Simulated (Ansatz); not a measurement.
# Ta4NiO11 (P2/m) in Ansatz: further runs

One crystal, Ta4NiO11, is run at these levels: PBE; tasks: relaxation of cell and atoms.

Everything below comes from runs of Ansatz 0.2.0. Logs are shortened: lines on timing, memory, paths and dates and some standing lists are left out, and cuts for length are marked.

## (1) The crystal as given

The structure is monoclinic, space group P2/m (No. 10). Conventional cell: a = 4.771 Å, b = 5.825 Å, c = 7.518 Å, α = 90.00°, β = 105.26°, γ = 90.00°. Ta (site symmetry m) is surrounded by 4 O at 1.89 to 2.01 Å. Ta (site symmetry m) has 5 O at 1.89 to 1.98 Å as nearest neighbours. Ni (site symmetry 2/m) has 4 O at 1.94 Å as nearest neighbours. O (site symmetry 1) is surrounded by 1 Ta at 1.93 Å and 1 Ni at 1.94 Å. O (site symmetry 1) has 2 Ta at 1.93 to 1.98 Å as nearest neighbours. O (site symmetry 2/m) is surrounded by 2 Ta at 2.01 Å. Around O (site symmetry 2/m) lie 2 Ta at 1.89 Å. Around O (site symmetry 2/m) lie 2 Ta at 1.89 Å.

The cell was built by a generator and needn't be a form met in nature.

## (2) Relaxation of cell and atoms, PBE, collinear spin, ferromagnetic start, target pressure 2 GPa, at which the enthalpy is minimised

input.yaml

```yaml
crystal:
  lattice:
    - [4.77089, 0.0, 0.00513]
    - [0.0, 5.82454, 0.0]
    - [-1.98628, 0.0, 7.25051]
  atoms:
    - { symbol: Ta, position: [0.61339, 0.5, 0.76042] }
    - { symbol: Ta, position: [0.38661, 0.5, 0.23958] }
    - { symbol: Ta, position: [0.16615, 0.0, 0.79875] }
    - { symbol: Ta, position: [0.83385, 0.0, 0.20125] }
    - { symbol: Ni, position: [0.5, 0.0, 0.5], spin: 1.0 }
    - { symbol: O, position: [0.33278, 0.79913, 0.65053] }
    - { symbol: O, position: [0.66722, 0.79913, 0.34947] }
    - { symbol: O, position: [0.90047, 0.25786, 0.80718] }
    - { symbol: O, position: [0.09953, 0.25786, 0.19282] }
    - { symbol: O, position: [0.66722, 0.20087, 0.34947] }
    - { symbol: O, position: [0.33278, 0.20087, 0.65053] }
    - { symbol: O, position: [0.09953, 0.74214, 0.19282] }
    - { symbol: O, position: [0.90047, 0.74214, 0.80718] }
    - { symbol: O, position: [0.5, 0.5, 0.0] }
    - { symbol: O, position: [0.5, 0.0, 0.0] }
    - { symbol: O, position: [0.5, 0.5, 0.5] }
hamiltonian:
  xc: pbe
  pseudopotentials: { kind: paw }
magnetization:
  spin_polarized: true
kpoints:
  mp_grid: { grid: [4, 4, 3] }
scf:
  occupations: { method: fermi_dirac, width: 0.05 }
output:
  forces: true
  stress: true
  eigenvalues: true
  write_density: true
  write_potential: true
  elf: true
  volumetric_format: npy
relax:
  f_tol: 0.01
  max_steps: 40
  cell: { stress_tol: 0.05, p_target: 2.0 }
```

Potentials or basis: Ansatz PAW.

On the command line:

```console
> ansatz run input.yaml --threads 8 --pin off --max-ram 20480MiB --backend cpu --events-out ev --progress --plain --runs-dir out
```

The program printed:

```text
Warning: RAYON_NUM_THREADS=8 ignored (pool sized by the plan → 8); use --threads N
Engine: ansatz 0.2.0, aarch64-unknown-linux-gnu
Pseudopotentials: kind: paw
Pseudopotential: Ta, paw, valence charge 13, recommended cutoff 420 eV (normal), Ta.paw.azcp
Pseudopotential: Ni, paw, valence charge 18, recommended cutoff 420 eV (normal), Ni.paw.azcp
Pseudopotential: O, paw, valence charge 6, recommended cutoff 420 eV (normal), O.paw.azcp
Functional definition: PBE
  parameter kappa = 0.804
  parameter beta = 0.06672455060314922
  exchange = pbe_x(kappa = kappa, mu = beta*pi^2/3)
  correlation = pbe_c(beta = beta)
Crystal: 16 atoms, lattice volume = 201.538 Å³
Basis set: ecut = 420 eV, 3935 PW (Γ), exchange–correlation on 64×80×108 points (8 copies of the dense FFT grid, shifted against one another)
Bands: 85, of which v1, the nominal top of the filled ones, is band 68 counted from 1 (67 counted from 0)
Symmetry: 4 space group operations
Space group: P2/m (ITA 10), of the structure as read, at distance tolerance 5.9e-5 Å
Magnetic group: BNS 10.42 (UNI 49), of the structure as read, at distance tolerance 5.9e-5 Å
k-points: 21 of 48
Non-local potential: Ta, projectors of the file, l = 0: 3, l = 1: 2, l = 2: 2, l = 3: 1
Non-local potential: Ni, projectors of the file, l = 0: 3, l = 1: 2, l = 2: 3, l = 3: 1
Non-local potential: O, projectors of the file, l = 0: 2, l = 1: 2, l = 2: 1
PAW form: soft (Blöchl's): semilocal exchange-correlation on the pseudo side does not see the compensation charge
PAW one-centre angular grid: Ta, 590 points (default); XC on 64 Gauss nodes
PAW one-centre angular grid: Ni, 590 points (default); XC on 64 Gauss nodes
PAW one-centre angular grid: O, 110 points (default); XC on 64 Gauss nodes
Initial density: superposition of atomic densities (chi_scale 0.1, normalization cell, long waves kept (reshape's long-wave potential 0.08 eV rms))
Starting moments: Σ|m| = 1 μB on 1 of 16 sites
Initial wavefunctions: pseudopotential atomic-orbital guess
Functional: x = pbe(κ = 0.804, μ = 0.2195149727645171), c = pbe(β = 0.06672455060314922)
SCF iter   1: F=—  HF=-51820.939455 eV  |F-HF|=—  |Δ(HF+E_count)|=         —  Δρ=8.08e-2 (↑4.62e-2 ↓8.08e-2)  dr2=2.66e1  dr2_m=8.23e-1  M=0.085 μB ∫|m|=0.587 μB  β_m=0.30  ethr=3.10e-3  ⟨swp⟩=6.0  Hψ=12245  notcnv=0  defer=27
Mixer restart at iter 1: flushing history
preconditioner: auto → Resta (q_TF=auto, 2.555 Å⁻¹)  ε∞=6.3  [insulator: Δε(μ)=0.132 eV  Ē_g=11.099 eV  σ=0.050 eV  W_gap=0.51  n_scr=50 (ndim 8)  ℏωp=25.6 eV  f_vac=0.026  D(μ)=1.51/eV (n_scr^D=4)  ε∞_Penn≈6.3]
spin=Collinear: Resta preconditioning applied to the charge; magnetization (m = ρ↑ − ρ↓) channel mixes plain (no charge-response kernel on spin).
SCF iter   2: F=—  HF=-51820.491509 eV  |F-HF|=—  |Δ(HF+E_count)|=   4.48e-1  Δρ=3.25e-2 (↑2.88e-2 ↓3.25e-2)  dr2=4.63e0  dr2_m=3.21e-1  M=0.241 μB ∫|m|=0.521 μB  β_m=0.36  ethr=3.10e-3  ⟨swp⟩=3.1  Hψ=7474  notcnv=0  defer=416
preconditioner: auto → Kerker (q_TF=auto, 2.555 Å⁻¹)  [metal: Δε(μ)=0.089 eV  Ē_g=10.796 eV  σ=0.050 eV  W_gap=0.41  n_scr=50 (ndim 8)  ℏωp=25.6 eV  f_vac=0.028  D(μ)=3.87/eV (n_scr^D=24)]
spin=Collinear: Kerker preconditioning applied to the charge; magnetization (m = ρ↑ − ρ↓) channel mixes plain (no charge-response kernel on spin).
SCF iter   3: F=—  HF=-51820.262119 eV  |F-HF|=—  |Δ(HF+E_count)|=   2.29e-1  Δρ=2.81e-2 (↑1.81e-2 ↓2.81e-2)  dr2=2.84e0  dr2_m=3.27e-1  M=0.039 μB ∫|m|=0.401 μB  β_m=0.48  ethr=3.10e-3  ⟨swp⟩=2.0  Hψ=4292  notcnv=0  defer=410
[... 179 lines left out ...]
Entropy (-TS):   -0.000053 eV (-0.003 meV/atom)
Fermi energy:    10.185822 eV
--- Per-component energies (eV) ---
  E_band       = -1335.737174
  E_kinetic    = 3654.408929
  E_local      = -12780.581893  (includes V_loc(G=0)·N_el)
  E_nonlocal   = 1227.209873
  E_hartree    = 4943.470010
  E_xc         = -1760.903682
  E_vxc        = -1948.324877  (∫ρ·V_xc dr)
  E_paw        = -36958.823772  (= ΣΔE_a)
  E_vpaw       = -1375.417130  (= ΣTr[D̂ρ^β])
  E_aug_tail   = 0.027868  (compensation charges beyond the density's cutoff)
  E_ewald      = -10145.137559
  E_smearing   = -0.000053  (= −TS)
  E_closure    = -0.000000  (closes the sum)
  Σ components = -51820.330278   (vs F -51820.330278, Δ=0.00e0)
--- Forces (eV/Å), atoms counted from 1 ---
  atom   1  Ta     0.00117211    -0.00000000     0.00311962
  atom   2  Ta    -0.00117211     0.00000000    -0.00311962
  atom   3  Ta    -0.00273440     0.00000000     0.00201880
  atom   4  Ta     0.00273440    -0.00000000    -0.00201880
  atom   5  Ni    -0.00000000     0.00000000     0.00000000
  atom   6  O      0.00041102    -0.00172594    -0.00138021
[... 8 lines left out ...]
  atom  15  O     -0.00000000     0.00000000     0.00000000
  atom  16  O      0.00000000     0.00000000     0.00000000
  max |Σ_I F_I| component: 4.34e-19 eV/Å
--- Stress (GPa, compression-positive) ---
        1.989871      -0.000000      -0.010680
       -0.000000       1.990491       0.000000
       -0.010680       0.000000       1.999910
  P = ⅓ Tr σ = 1.9934 GPa (19.934 kbar)
--- Band table (eV; the first three rows and the last of 42) ---
  k-point 0 ↑: bands = ["-92.8584", "-59.1994", "-59.1988", "-59.0988", "-59.0978", "-53.7464", "-53.6894", "-52.3286", "-25.9055", "-25.8208", "-25.8103", "-25.7980", "-25.7946", "-25.7901", "-25.7793", "-25.6926", "-25.6894", "-25.6753", "-25.6403", "-25.6369", "-9.7036", "-9.0411", "-8.9601", "-8.4281", "-8.3924", "-8.3172", "-7.9587", "-7.8561", "-7.7209", "-7.7068", "-7.3010", "2.9000", "3.1072", "3.1613", "3.1618", "3.3874", "3.5313", "3.5425", "3.5579", "3.8316", "4.4237", "4.4721", "4.5559", "4.7501", "4.7967", "4.9176", "6.0058", "6.0422", "6.1386", "6.2506", "6.5481", "6.5943", "6.7239", "6.7638", "6.7703", "6.9561", "7.1461", "7.1649", "7.3638", "7.7336", "7.8122", "8.1112", "8.1940", "8.8039", "8.8519", "9.3705", "9.5896", "9.5915", "10.7555", "10.9968", "11.4990", "11.6636", "12.2991", "12.6358", "12.8077", "13.0016", "13.9594", "14.0184", "14.1205", "14.1796", "14.6889", "14.7992", "14.8787", "15.3324", "15.5978"]
  k-point 1 ↑: bands = ["-92.8584", "-59.1993", "-59.1989", "-59.0987", "-59.0978", "-53.7464", "-53.6894", "-52.3286", "-25.9030", "-25.8138", "-25.8126", "-25.8050", "-25.7880", "-25.7815", "-25.7727", "-25.7141", "-25.6911", "-25.6751", "-25.6394", "-25.6377", "-9.5732", "-9.2834", "-8.8319", "-8.4461", "-8.3015", "-8.2217", "-7.9500", "-7.8193", "-7.7539", "-7.7413", "-7.5255", "3.0807", "3.1374", "3.1688", "3.2548", "3.3504", "3.4988", "3.7130", "3.8734", "3.8818", "4.1270", "4.5551", "4.6047", "4.7532", "4.7709", "5.3177", "5.6240", "5.8576", "6.0082", "6.1279", "6.3043", "6.3409", "6.5335", "6.7286", "6.8524", "7.0740", "7.1543", "7.2574", "7.4796", "7.4991", "7.9247", "7.9427", "8.1413", "8.8327", "8.8877", "9.4599", "9.5964", "9.6441", "10.8784", "11.0934", "11.5094", "11.7653", "12.5478", "12.5865", "12.8755", "13.3865", "13.6023", "13.6261", "14.0518", "14.2959", "14.4563", "14.5927", "15.0968", "15.4821", "15.8484"]
  k-point 2 ↑: bands = ["-92.8583", "-59.1994", "-59.1988", "-59.0988", "-59.0978", "-53.7464", "-53.6894", "-52.3286", "-25.9051", "-25.8171", "-25.8114", "-25.7905", "-25.7895", "-25.7696", "-25.7586", "-25.7034", "-25.6896", "-25.6849", "-25.6605", "-25.6555", "-9.5514", "-8.9615", "-8.8939", "-8.5349", "-8.3461", "-8.2255", "-8.0871", "-7.9393", "-7.8870", "-7.7708", "-7.2733", "2.8959", "2.9572", "3.1347", "3.2203", "3.4312", "3.6488", "3.7679", "3.9777", "4.0688", "4.1419", "4.2376", "4.5552", "4.8690", "5.1685", "5.2871", "5.6795", "5.7670", "5.8543", "6.2106", "6.4608", "6.5042", "6.7035", "6.7744", "6.8302", "6.8731", "6.9478", "7.0947", "7.3489", "7.6410", "7.7958", "8.0021", "8.3004", "8.4046", "8.8737", "9.4634", "9.6001", "9.6322", "10.7799", "11.5999", "11.6341", "11.9491", "12.3068", "12.4010", "12.6894", "12.9333", "13.8047", "13.8734", "14.1800", "14.3000", "14.7107", "14.7352", "15.0745", "15.3109", "15.4610"]
  k-point 20 ↓: bands = ["-92.8583", "-59.1992", "-59.1989", "-59.0983", "-59.0983", "-53.7464", "-53.6894", "-52.3286", "-25.9050", "-25.8228", "-25.8147", "-25.8145", "-25.7896", "-25.7783", "-25.7779", "-25.7129", "-25.6624", "-25.6590", "-25.6545", "-25.6511", "-9.1330", "-8.9803", "-8.9499", "-8.7421", "-8.6419", "-8.2308", "-8.0981", "-7.8753", "-7.8740", "-7.6493", "-7.3133", "2.9140", "3.2044", "3.3354", "3.4262", "3.4543", "3.6816", "3.7760", "4.1544", "4.2017", "4.4876", "4.5496", "4.7087", "4.7641", "5.0055", "5.1153", "5.4700", "5.7009", "5.7175", "5.9197", "6.0660", "6.2699", "6.3418", "6.5831", "6.6083", "6.7200", "7.0592", "7.1380", "7.2695", "7.5253", "7.6632", "7.9034", "8.2908", "8.5427", "8.9736", "9.5122", "9.5232", "9.6595", "10.5772", "11.9002", "12.2073", "12.5827", "12.6375", "12.9976", "13.0443", "13.1268", "13.4196", "13.4813", "13.8769", "14.0097", "14.1629", "14.7279", "15.0301", "15.7272", "16.0505"]
--- Relaxed structure (8 steps of the walk, 7 accepted, 2 SCFs on fresh bases) ---
  F+E_penalty+E_count = -51820.33027823 eV   max|allowed force component| = 3.120e-3 eV/Å   (the final SCF, on the basis selected at the relaxed cell)
  cell:  # Å, volume = 198.8489 Å³
    - [4.741064622204151, -5.3196107888280484e-18, -0.01882739716632209]
    - [-6.489291126575791e-18, 5.804600375980686, -4.79370001780623e-18]
    - [-2.0102535266127446, -3.754325790055403e-18, 7.23360201977088]
  atoms:
    - { symbol: Ta, position: [0.6097123997718185, 0.5, 0.760394608085772] }
    - { symbol: Ta, position: [0.39028760022818154, 0.5, 0.2396053919142279] }
    - { symbol: Ta, position: [0.16307905745943138, -3.3037169985963168e-19, 0.7975822511516536] }
    - { symbol: Ta, position: [0.8369209425405686, 3.163745565361717e-19, 0.20241774884834635] }
    - { symbol: Ni, position: [0.5, -6.998571661729991e-21, 0.5000000000000001] }
    - { symbol: O, position: [0.3295401075104996, 0.7987359964152743, 0.6485732033403824] }
    - { symbol: O, position: [0.6704598924895004, 0.7987359964152743, 0.3514267966596178] }
    - { symbol: O, position: [0.900485217304365, 0.25837293421651714, 0.8082012185328287] }
    - { symbol: O, position: [0.09951478269563512, 0.25837293421651714, 0.1917987814671714] }
    - { symbol: O, position: [0.6704598924895004, 0.20126400358472618, 0.3514267966596178] }
    - { symbol: O, position: [0.3295401075104996, 0.20126400358472618, 0.6485732033403824] }
    - { symbol: O, position: [0.09951478269563512, 0.7416270657834828, 0.1917987814671714] }
    - { symbol: O, position: [0.900485217304365, 0.7416270657834828, 0.8082012185328287] }
    - { symbol: O, position: [0.49999999999999994, 0.5, 4.336808689942018e-19] }
    - { symbol: O, position: [0.49999999999999994, -6.998571661730108e-21, 0.0] }
    - { symbol: O, position: [0.5, 0.5, 0.5000000000000001] }
```

It took 2.1 min on 8 threads of Arm Neoverse V1, shared host; peak memory 1.4 GiB.

What came out:

- Free energy: -51820.3303 eV
- Relaxed volume: 12.43 Å³/atom
- Relaxed cell: a = 4.741 Å, b = 5.805 Å, c = 7.508 Å, α = 90.00°, β = 105.76°, γ = 90.00°
- Space group after relaxing (to 0.05 Å): P2/m (No. 10)
- Energy change on relaxing (the enthalpy is what falls): +1.0 meV/atom
- Ionic steps: 9
- Pressure after relaxing: 2.0 GPa
- Largest force after relaxing: 0.003 eV/Å
- Band gap on the k mesh: 0.88 eV, indirect (least direct gap 0.92 eV)
- Net moment: 0.00 μB per cell
- Absolute moment: 0.00 μB per cell

Forces in eV/Å, atoms in the order of the input:
```
Ta   0.001  0.000  0.003
Ta  -0.001  0.000 -0.003
Ta  -0.003  0.000  0.002
Ta   0.003  0.000 -0.002
Ni   0.000  0.000  0.000
O    0.000 -0.002 -0.001
O    0.000 -0.002  0.001
O   -0.001  0.000 -0.002
O    0.001  0.000  0.002
O    0.000  0.002  0.001
O    0.000  0.002 -0.001
O    0.001  0.000  0.002
O   -0.001  0.000 -0.002
O    0.000  0.000  0.000
O    0.000  0.000  0.000
O    0.000  0.000  0.000
```

Step by step:
| step | energy change (eV) | largest force (eV/Å) | volume (Å³) |
| --- | --- | --- | --- |
| 1 | 0.0000 | 0.0068 | 201.54 |
| 2 | 0.0080 | 0.1150 | 198.86 |
| 3 | 0.0047 | 0.0719 | 199.13 |
| 4 | 0.0044 | 0.0373 | 199.12 |
| 5 | 0.0047 | 0.0177 | 199.05 |
| 6 | 0.0051 | 0.0049 | 198.99 |
| 7 | 0.0146 | 0.0047 | 198.99 |
| 8 | 0.0157 | 0.0034 | 198.85 |
| 9 | 0.0165 | 0.0034 | 198.85 |

Final structure:
```
CELL_PARAMETERS angstrom
4.74106 0.00000 -0.01883
0.00000 5.80460 0.00000
-2.01025 0.00000 7.23360
ATOMIC_POSITIONS crystal
Ta 0.60971 0.50000 0.76039
Ta 0.39029 0.50000 0.23961
Ta 0.16308 0.00000 0.79758
Ta 0.83692 0.00000 0.20242
Ni 0.50000 0.00000 0.50000
O 0.32954 0.79874 0.64857
O 0.67046 0.79874 0.35143
O 0.90049 0.25837 0.80820
O 0.09951 0.25837 0.19180
O 0.67046 0.20126 0.35143
O 0.32954 0.20126 0.64857
O 0.09951 0.74163 0.19180
O 0.90049 0.74163 0.80820
O 0.50000 0.50000 0.00000
O 0.50000 0.00000 0.00000
O 0.50000 0.50000 0.50000
```

Levels at points of the mesh, in eV from the valence-band top:
Spin up:
```
             k point  band 64  band 65  band 66  band 67  band 68  band 69  band 70  band 71  band 72  band 73
  (0.00, 0.00, 0.00)    -0.90    -0.85    -0.33    -0.11    -0.11     1.05     1.30     1.80     1.96     2.60
 (0.00, -0.50, 0.00)    -1.33    -0.83    -0.18    -0.08    -0.02     1.16     2.04     2.17     2.18     2.87
 (-0.50, 0.00, 0.00)    -1.10    -0.83    -0.27    -0.26    -0.13     1.17     1.61     1.98     2.09     2.26
(-0.50, -0.50, 0.00)    -1.21    -0.73    -0.24    -0.22    -0.02     1.01     2.11     2.51     2.53     2.75
```
Spin down:
| k point | band 66 | band 67 | band 68 | band 69 | band 70 | band 71 |
| --- | --- | --- | --- | --- | --- | --- |
| (0.00, 0.00, 0.00) | -0.33 | -0.11 | -0.11 | 1.05 | 1.30 | 1.80 |
| (0.00, -0.50, 0.00) | -0.18 | -0.08 | -0.02 | 1.16 | 2.04 | 2.17 |
| (-0.50, 0.00, 0.00) | -0.27 | -0.26 | -0.13 | 1.17 | 1.61 | 1.98 |
| (-0.50, -0.50, 0.00) | -0.24 | -0.22 | -0.02 | 1.01 | 2.11 | 2.51 |

Caveat: odd divisions of the mesh miss points on the zone boundary, where band edges often lie, so the gap on the mesh can be too wide; the plane-wave basis is chosen anew once the cell has moved, so the energies of steps on either side of that aren't comparable; the pressure holds a Pulay correction of +0.7 GPa for the finite cutoff; spin-orbit coupling is left out, which moves the levels of the heavy elements; the starting moments weren't kept. A k mesh can miss the band edges.

## (3) Relaxation of cell and atoms, PBE, collinear spin, ferromagnetic start, target pressure 5 GPa, at which the enthalpy is minimised

Edit input.yaml of step 2 so:

```diff
@@ -35,6 +35,2 @@
   eigenvalues: true
-  write_density: true
-  write_potential: true
-  elf: true
-  volumetric_format: npy
 relax:
@@ -42,2 +38,2 @@
   max_steps: 40
-  cell: { stress_tol: 0.05, p_target: 2.0 }
+  cell: { stress_tol: 0.05, p_target: 5.0 }
```

Potentials or basis: Ansatz PAW.

On the command line:

```console
> ansatz run input.yaml --threads 8 --pin off --max-ram 20480MiB --backend cpu --events-out ev --progress --plain --runs-dir out
```

It took 2.3 min on 8 threads of Arm Neoverse V1, shared host; peak memory 1.4 GiB.

Results (log left out):

```yaml
Free_energy: -51820.2468 eV
Relaxed_volume: 12.19 Å³/atom
Relaxed_cell: a = 4.696 Å, b = 5.780 Å, c = 7.494 Å, α = 90.00°, β = 106.53°, γ = 90.00°
Space_group_after_relaxing_to_0.05_Å: P2/m (No. 10)
Energy_change_on_relaxing_the_enthalpy_is_what_falls: +6.2 meV/atom
Ionic_steps: 12
Pressure_after_relaxing: 5.0 GPa
Largest_force_after_relaxing: 0.004 eV/Å
Band_gap_on_the_k_mesh: 0.92 eV, indirect (least direct gap 0.95 eV)
Net_moment: 0.00 μB per cell
Absolute_moment: 0.00 μB per cell
```

Forces on the atoms (eV/Å):
```
Ta  -0.001  0.000  0.001
Ta   0.001  0.000 -0.001
Ta   0.000  0.000 -0.004
Ta   0.000  0.000  0.004
Ni   0.000  0.000  0.000
O   -0.002  0.000  0.001
O    0.002  0.000 -0.001
O    0.001  0.000  0.001
O   -0.001  0.000 -0.001
O    0.002  0.000 -0.001
O   -0.002  0.000  0.001
O   -0.001  0.000 -0.001
O    0.001  0.000  0.001
O    0.000  0.000  0.000
O    0.000  0.000  0.000
O    0.000  0.000  0.000
```

Step by step:
| step | energy change (eV) | largest force (eV/Å) | volume (Å³) |
| --- | --- | --- | --- |
| 1 | 0.0000 | 0.0068 | 201.54 |
| 2 | 0.0938 | 0.2765 | 194.87 |
| 3 | 0.0630 | 0.1725 | 195.71 |
| 4 | 0.0625 | 0.0982 | 195.66 |
| 5 | 0.0642 | 0.1562 | 195.59 |
| 6 | 0.0679 | 0.0392 | 195.39 |
| 7 | 0.0695 | 0.0071 | 195.32 |
| 8 | 0.0899 | 0.0069 | 195.32 |
| 9 | 0.0977 | 0.0041 | 195.02 |
| 10 | 0.0990 | 0.0041 | 195.02 |
| 11 | 0.0999 | 0.0038 | 194.99 |
| 12 | 0.0999 | 0.0038 | 194.99 |

Final structure:
```
Ta Ni O
1.0
     4.69522    0.00000   -0.05553
     0.00000    5.78028    0.00000
    -2.04692    0.00000    7.20876
Ta Ni O
4 1 11
Direct
  0.60450 0.50000 0.76037
  0.39550 0.50000 0.23963
  0.15846 0.00000 0.79550
  0.84154 0.00000 0.20450
  0.50000 0.00000 0.50000
  0.32452 0.79833 0.64539
  0.67548 0.79833 0.35461
  0.90062 0.25934 0.80963
  0.09938 0.25934 0.19037
  0.67548 0.20167 0.35461
  0.32452 0.20167 0.64539
  0.09938 0.74066 0.19037
  0.90062 0.74066 0.80963
  0.50000 0.50000 0.00000
  0.50000 0.00000 0.00000
  0.50000 0.50000 0.50000
```

Levels at points of the mesh, in eV from the valence-band top:
Spin up:
```tsv
k point	band 66	band 67	band 68	band 69	band 70	band 71
(0.00, 0.00, 0.00)	-0.35	-0.12	-0.09	1.11	1.38	1.89
(0.00, -0.50, 0.00)	-0.18	-0.06	-0.02	1.21	2.12	2.26
(-0.50, 0.00, 0.00)	-0.28	-0.25	-0.14	1.23	1.68	2.04
(-0.50, -0.50, 0.00)	-0.23	-0.23	-0.01	1.05	2.24	2.56
```
Spin down:
| k point | band 64 | band 65 | band 66 | band 67 | band 68 | band 69 | band 70 | band 71 | band 72 | band 73 |
| --- | --- | --- | --- | --- | --- | --- | --- | --- | --- | --- |
| (0.00, 0.00, 0.00) | -0.82 | -0.81 | -0.35 | -0.12 | -0.09 | 1.11 | 1.38 | 1.89 | 2.05 | 2.72 |
| (0.00, -0.50, 0.00) | -1.28 | -0.81 | -0.18 | -0.06 | -0.02 | 1.21 | 2.12 | 2.26 | 2.30 | 2.97 |
| (-0.50, 0.00, 0.00) | -1.02 | -0.80 | -0.28 | -0.25 | -0.14 | 1.23 | 1.68 | 2.04 | 2.20 | 2.37 |
| (-0.50, -0.50, 0.00) | -1.12 | -0.69 | -0.23 | -0.23 | -0.01 | 1.05 | 2.24 | 2.56 | 2.61 | 2.83 |

Caveat: odd divisions of the mesh miss points on the zone boundary, where band edges often lie, so the gap on the mesh can be too wide; the plane-wave basis is chosen anew once the cell has moved, so the energies of steps on either side of that aren't comparable; the pressure holds a Pulay correction of +0.7 GPa for the finite cutoff; spin-orbit coupling is left out, which moves the levels of the heavy elements; the starting moments weren't kept. A k mesh can miss the band edges.
